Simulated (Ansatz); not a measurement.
Input of an Ansatz 0.2.0 run:

File input.yaml:

```yaml
crystal:
  lattice:
    - [8.15421, 0.0, 0.0]
    - [-4.07711, 7.06176, 0.0]
    - [0.0, 0.0, 6.92128]
  atoms:
    - { symbol: Ba, position: [0.0, 0.0, 0.23552] }
    - { symbol: Ba, position: [0.0, 0.0, 0.76448] }
    - { symbol: V, position: [0.5, 0.0, 0.0], spin: 2.0 }
    - { symbol: V, position: [0.0, 0.5, 0.0], spin: 2.0 }
    - { symbol: V, position: [0.5, 0.5, 0.0], spin: 2.0 }
    - { symbol: Tl, position: [0.5, 0.0, 0.5] }
    - { symbol: Tl, position: [0.0, 0.5, 0.5] }
    - { symbol: Tl, position: [0.5, 0.5, 0.5] }
    - { symbol: Tl, position: [0.33333, 0.66667, 0.22489] }
    - { symbol: Tl, position: [0.66667, 0.33333, 0.77511] }
    - { symbol: O, position: [0.3389, 0.34334, 0.81444] }
    - { symbol: O, position: [0.65666, 0.99556, 0.81444] }
    - { symbol: O, position: [0.00444, 0.6611, 0.81444] }
    - { symbol: O, position: [0.34334, 0.3389, 0.18556] }
    - { symbol: O, position: [0.99556, 0.65666, 0.18556] }
    - { symbol: O, position: [0.6611, 0.00444, 0.18556] }
    - { symbol: O, position: [0.6611, 0.65666, 0.18556] }
    - { symbol: O, position: [0.34334, 0.00444, 0.18556] }
    - { symbol: O, position: [0.99556, 0.3389, 0.18556] }
    - { symbol: O, position: [0.65666, 0.6611, 0.81444] }
    - { symbol: O, position: [0.00444, 0.34334, 0.81444] }
    - { symbol: O, position: [0.3389, 0.99556, 0.81444] }
hamiltonian:
  xc: pbe
  pseudopotentials: { kind: paw, level: accurate }
magnetization:
  spin_polarized: true
kpoints:
  mp_grid: { grid: [4, 4, 4] }
scf:
  occupations: { method: fermi_dirac, width: 0.05 }
output:
  forces: true
  stress: true
  eigenvalues: true
  write_density: true
  write_potential: true
  elf: true
  volumetric_format: npy
```

Potentials or basis: Ansatz PAW earlier set.

The run is started by

```console
$ ansatz run input.yaml --threads 8 --pin off --max-ram 20480MiB --backend cpu --events-out ev --progress --plain --runs-dir out
```

Q: Predict the largest force.

A: 0.053 eV/Å.

Q: Estimate the net moment.

A: 0.00 μB per cell.

Q: Predict the absolute moment.

A: 0.00 μB per cell.

Forces in eV/Å, atoms in the order of the input:
```
Ba   0.000  0.000 -0.005
Ba   0.000  0.000  0.005
V    0.000  0.000  0.000
V    0.000  0.000  0.000
V    0.000  0.000  0.000
Tl   0.000  0.000  0.000
Tl   0.000  0.000  0.000
Tl   0.000  0.000  0.000
Tl   0.000  0.000 -0.014
Tl   0.000  0.000  0.014
O    0.039  0.005  0.035
O   -0.024  0.032  0.035
O   -0.015 -0.037  0.035
O   -0.015  0.037 -0.035
O    0.039 -0.005 -0.035
O   -0.024 -0.032 -0.035
O   -0.039 -0.005 -0.035
O    0.024 -0.032 -0.035
O    0.015  0.037 -0.035
O    0.015 -0.037  0.035
O   -0.039  0.005  0.035
O    0.024  0.032  0.035
```

Caveat: semilocal functionals often make such compounds metallic where correlation or magnetic order opens a gap, which also shifts bond lengths; the starting moments weren't kept. Spin-orbit coupling is left out, which matters for the levels of Ba, Tl.
